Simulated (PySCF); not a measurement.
# RuHF: structure of the quintet

Where does quintet RuHF go from a bent start, is the end point a minimum, and what are its modes, charges and moments?

Method: PBE0, basis Ru def2-TZVP with ECP28, H def2-TZVP, F def2-TZVP, scalar-relativistic core potentials, no spin–orbit coupling, density fitting; program: PySCF 2.14.0.

### 1 The starting structure

3 atoms, charge 0, spin multiplicity 5.

Bond lengths: Ru1–H2 1.570 Å, Ru1–F3 1.890 Å. Angles: H2–Ru1–F3 110.0°.

```xyz
3
charge 0 multiplicity 5
Ru    0.0000    0.0000    0.0000
H    -1.2861    0.0000    0.9005
F     1.5482    0.0000    1.0841
```

### 2 The SCF at the typed geometry

The steps below are one call of a driver around PySCF. For each, scf.py gives the equivalent set-up of the SCF; relaxations use the driver's own optimiser. After this first run the driver tries any further starts and a stability analysis.

The input, scf.py:

```python
from pyscf import gto, scf, dft
mol = gto.M(atom='''
Ru     0.000000     0.000000     0.000000
H     -1.286100     0.000000     0.900500
F      1.548200     0.000000     1.084100''',
    basis={'Ru': 'def2-TZVP', 'H': 'def2-TZVP', 'F': 'def2-TZVP'},
    ecp={'Ru': 'def2-TZVP'},
    charge=0, spin=4)
mf = dft.UKS(mol, xc='PBE0')
mf.grids.atom_grid = (50, 194)
aux = {'Ru': 'def2-universal-JKFIT', 'H': 'def2-universal-JKFIT', 'F': 'def2-universal-JKFIT'}
mf = mf.density_fit(auxbasis=aux)
mf.conv_tol = 1e-08
mf.diis_space = 10
mf.max_cycle = 60
mf.init_guess = 'minao'
mf.verbose = 4
mf.kernel()
```

Command:

```sh
OMP_NUM_THREADS=2 python axn.py task.json out
```

The runs that follow: Relaxing the quintet from the bent start; Hessian and properties.

Before running it: what results should come out? Wanted: minimum; geometry; wavenumbers; dipole moment; highest occupied, lowest empty level; polar-tensor charge of Ru1; zero-point energy; atomisation energy; ⟨S²⟩.

**Answer**, as computed:

| quantity | value |
| --- | --- |
| minimum | quintet, Cs |
| geometry | Ru–F 1.897 Å, Ru–H 1.664 Å; F–Ru–H 153.8° |
| wavenumbers (cm⁻¹) | 317 (a'), 611 (a'), 1888 (a') |
| dipole moment | 1.75 D |
| highest occupied, lowest empty level (either spin) | -7.50, -3.58 eV |
| polar-tensor charge of Ru1 | +1.05 e |
| zero-point energy | 16.8 kJ/mol |
| entropy at 298.15 K | 269.4 J/(mol K) |
| atomisation energy (no zero-point energy) | 675 kJ/mol |
| ⟨S²⟩ | 6.011 |

The bent start keeps its Cs symmetry and ends in a minimum. The strongest infrared band lies at 1888 cm⁻¹ (a', stretch). Most of the spin sits on Ru1 (Mulliken spin 3.86, against 4 for the whole molecule). Other starts or spin states, not run here, may lie lower. One determinant may miss the lowest occupation of an open d or f shell.
